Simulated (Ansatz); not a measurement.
# GeH3F (fluorogermane) at BCCD/6-311G(d,p)

What is the energy difference between two shapes of GeH3F (fluorogermane) at BCCD/6-311G**? 

Program for the calculation: Ansatz 0.2.0.

4 further runs of the same task are left out: 1 that didn't finish, 3 set aside as unsound or not needed.

## Step 1: The molecule

The species is GeH3F (5 atoms), meant as a singlet with charge 0. SMILES: `[F][GeH3]`. The shape is that of a PBE0-D4/def2-TZVP optimisation.

Bond lengths: F1–Ge2 1.742 Å, Ge2–H3 1.533 Å, Ge2–H4 1.533 Å, Ge2–H5 1.533 Å. Angles: F1–Ge2–H3 106.2°, F1–Ge2–H4 106.2°, F1–Ge2–H5 106.3°, H3–Ge2–H4 112.5°, H3–Ge2–H5 112.5°, H4–Ge2–H5 112.5°.

## Step 2: Energy and gradient at BCCD/6-311G(d,p)

File input.yaml:

```yaml
crystal:
  periodic: [false, false, false]
  atoms:
    - {symbol: F, position_ang: [-1.046500, 0.474300, 1.162200]}
    - {symbol: Ge, position_ang: [0.068200, -0.041600, -0.072800]}
    - {symbol: H, position_ang: [1.331000, -0.512000, 0.658600]}
    - {symbol: H, position_ang: [-0.627800, -1.178000, -0.831200]}
    - {symbol: H, position_ang: [0.325100, 1.183600, -0.958100]}
basis:
  gaussian:
    orbitals: 6-311G_st__st_.json
hamiltonian:
  pseudopotentials: {relativity: none}
correlation:
  method: bccd
accuracy: high
output: {forces: true}
```

The basis set 6-311G** is read from a file made from the Basis Set Exchange's data (not shown).

Started as:

```
$ ansatz run input.yaml --threads 1 --pin off --max-ram 2610MiB --events-out events.jsonl --progress --plain --runs-dir runs
```

Log, cut to the lines that bear on the results:

```text
Warning: RAYON_NUM_THREADS=1 ignored (pool sized by the plan → 1); use --threads N
Functional definition: HF
  name "HF"
[...]
1461 factors; integrals over basis functions are off by at most 5.1e-9 eV
[...]
mean field -59227.12840676 eV, -2176.5568233588 hartree, gradient 7.5e-9 eV, S^2 0.000000; 0 other end points of the search recorded, 0 dependent functions left out
10 core orbitals not correlated: weight in the atoms' cores, before any rotation towards them, 1.000 or more for the frozen orbitals, at most 0.000 for the correlated occupied ones
reference -59227.12840676 eV, -2176.5568233588 hartree; 12, 12 occupied and 58, 58 virtual orbitals, 1461 factors
second order -12.67136745 eV of doubles, -0.00000000 eV of singles
cycle   1  -12.41848763 eV  change    2.5e-1 eV  update   8.7e-2
[...]
cycle  19  -12.87108376 eV  change  -4.3e-10 eV  update   2.0e-9
[...]
Total energy: -59239.99949052 eV, -2177.0298269626 hartree
Atom 0 at    -1.046500     0.474300     1.162200 Å, force    -0.083168     0.038975     0.091863 eV/Å
Atom 1 at     0.068200    -0.041600    -0.072800 Å, force     0.151706    -0.071883    -0.167696 eV/Å
Atom 2 at     1.331000    -0.512000     0.658600 Å, force    -0.184260     0.067006    -0.144104 eV/Å
Atom 3 at    -0.627800    -1.178000    -0.831200 Å, force     0.136032     0.176420     0.099478 eV/Å
Atom 4 at     0.325100     1.183600    -0.958100 Å, force    -0.020311    -0.210519     0.120459 eV/Å
Dipole moment:     0.307102    -0.142026    -0.340320 e Å
```

Wall time 27 s (1 thread of Arm Neoverse V2, shared host); peak memory 0.67 GiB.

## Step 3: The distorted shape

File input.yaml:

```yaml
crystal:
  periodic: [false, false, false]
  atoms:
    - {symbol: F, position_ang: [-0.792822, 0.621295, 1.070726]}
    - {symbol: Ge, position_ang: [0.084257, 0.053715, 0.045636]}
    - {symbol: H, position_ang: [1.449562, -0.642389, 0.737273]}
    - {symbol: H, position_ang: [-0.641899, -1.115371, -1.206319]}
    - {symbol: H, position_ang: [0.446371, 1.236331, -0.881976]}
basis:
  gaussian:
    orbitals: 6-311G_st__st_.json
hamiltonian:
  pseudopotentials: {relativity: none}
correlation:
  method: bccd
accuracy: high
output: {forces: true}
```

The basis set 6-311G** is read from a file made from the Basis Set Exchange's data (not shown).

Started as:

```
$ ansatz run input.yaml --threads 1 --pin off --max-ram 2610MiB --events-out events.jsonl --progress --plain --runs-dir runs
```

Log, cut to the lines that bear on the results:

```text
Warning: RAYON_NUM_THREADS=1 ignored (pool sized by the plan → 1); use --threads N
[... 2 set-up lines as earlier in the session ...]
[...]
1459 factors; integrals over basis functions are off by at most 5.1e-9 eV
[...]
mean field -59224.41811777 eV, -2176.4572220757 hartree, gradient 2.7e-8 eV, S^2 0.000000; 0 other end points of the search recorded, 0 dependent functions left out
10 core orbitals not correlated: weight in the atoms' cores, before any rotation towards them, 1.000 or more for the frozen orbitals, at most 0.000 for the correlated occupied ones
reference -59224.41811777 eV, -2176.4572220757 hartree; 12, 12 occupied and 58, 58 virtual orbitals, 1459 factors
second order -12.52728728 eV of doubles, -0.00000000 eV of singles
cycle   1  -12.35758725 eV  change    1.7e-1 eV  update   8.4e-2
[...]
cycle  20  -12.81335109 eV  change  -3.3e-10 eV  update  8.7e-10
[...]
Total energy: -59237.23146887 eV, -2176.9281040432 hartree
Atom 0 at    -0.792822     0.621295     1.070726 Å, force   -10.496734     6.102537    12.079400 eV/Å
Atom 1 at     0.084257     0.053715     0.045636 Å, force    11.113065    -8.220850   -13.771718 eV/Å
Atom 2 at     1.449562    -0.642389     0.737273 Å, force    -1.670441     0.741059    -0.744406 eV/Å
Atom 3 at    -0.641899    -1.115371    -1.206319 Å, force     0.856557     1.581210     2.244390 eV/Å
Atom 4 at     0.446371     1.236331    -0.881976 Å, force     0.197553    -0.203956     0.192334 eV/Å
Dipole moment:     0.081672    -0.020023     0.004018 e Å
```

It took 29 s on 1 thread of Arm Neoverse V2, shared host; peak memory 0.67 GiB.

## Step 4: Summary of results

Level: BCCD/6-311G**, 10 core orbitals frozen.

| quantity | value |
| --- | --- |
| first shape: total energy | -2177.02983 Eh |
| first shape: dipole moment (correlated density) | 2.31 D |
| first shape: correlation energy (10 core orbitals frozen) | -473.0 mEh |
| first shape: largest force on an atom | 0.244 eV/Å |
| distorted shape: total energy | -2176.92810 Eh |
| distorted shape: dipole moment (correlated density) | 0.40 D |
| distorted shape: correlation energy (10 core orbitals frozen) | -470.9 mEh |
| distorted shape: largest force on an atom | 19.513 eV/Å |
| energy change with the atoms displaced | 2.768 eV |

**Reading.** With the atoms displaced the energy rises by 2.77 eV (267 kJ/mol). The first shape isn't relaxed at this level, so the change isn't measured from a minimum. Mulliken charges (first shape) run from -0.53 on F1 to +0.88 on Ge2.
